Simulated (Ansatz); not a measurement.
Working through the interaction energy of a dimer with the counterpoise correction of BCl2H, SMILES ClBCl

Program: the Ansatz DFT code, driven from Python.

Interactive session:
```pycon
>>> import ansatz as az
>>> import numpy as np
>>> FIRST = [
...     ('Cl', (-1.598, -0.7275, 0.0193)),
...     ('B', (-0.0105, 0.1515, -0.0767)),
...     ('Cl', (1.4298, -0.6137, 0.7136)),
...     ('H', (0.1787, 1.1898, -0.6561)),
... ]
>>> SECOND = [
...     ('Cl', (1.2011, 2.1481, -2.468)),
...     ('B', (0.7411, 3.7829, -1.8214)),
...     ('Cl', (1.7319, 5.2083, -2.3418)),
...     ('H', (-0.1954, 4.01, -1.0996)),
... ]
>>> def energy(atoms, ghosts=()):
...     molecule = az.Crystal.molecule()
...     for symbol, xyz in atoms:
...         molecule = molecule.atom(symbol, xyz)
...     calc = (
...         molecule.calculation()
...         .basis(gaussian='def2-SVP')
...         .functional('r2scan')
...     )
...     deck = calc.input()
...     if ghosts:
...         deck = deck.set(az.key.basis.gaussian.ghost_atoms, [{'symbol': s, 'position_ang': list(xyz)} for s, xyz in ghosts])
...     return az.Session.from_dict(deck).plan().execute().report['free_energy_ev']
...
>>> # ghost atoms carry the functions of the partner
>>> direction = np.array([0.2004, 0.8727, -0.4453])
>>> print('shift (A)   counterpoise-corrected interaction (kJ/mol)')
shift (A)   counterpoise-corrected interaction (kJ/mol)
>>> for shift in (-0.3, 0.0, 0.4, 1.0, 2.0):
...     moved = [(s, tuple(np.round(np.array(xyz) + shift * direction, 4))) for s, xyz in SECOND]
...     gain = energy(FIRST + moved) - energy(FIRST, moved) - energy(moved, FIRST)
...     print(f'{shift:8.2f} {96.485332 * gain:14.3f}')
...
   -0.30         49.032
    0.00         20.309
    0.40          4.815
    1.00         -0.066
    2.00         -0.155
```

The dimer is a generated trial pose of unrelaxed monomers, not a minimum, so the figure is no binding energy, and the basis set is small. This level lacks the dispersion part of the attraction (electrostatics and induction are there), which can decide the sign where the interaction is weak. Timing: 78 s on 1 thread of Arm Neoverse V1, on a shared host, peak memory 0.23 GiB.
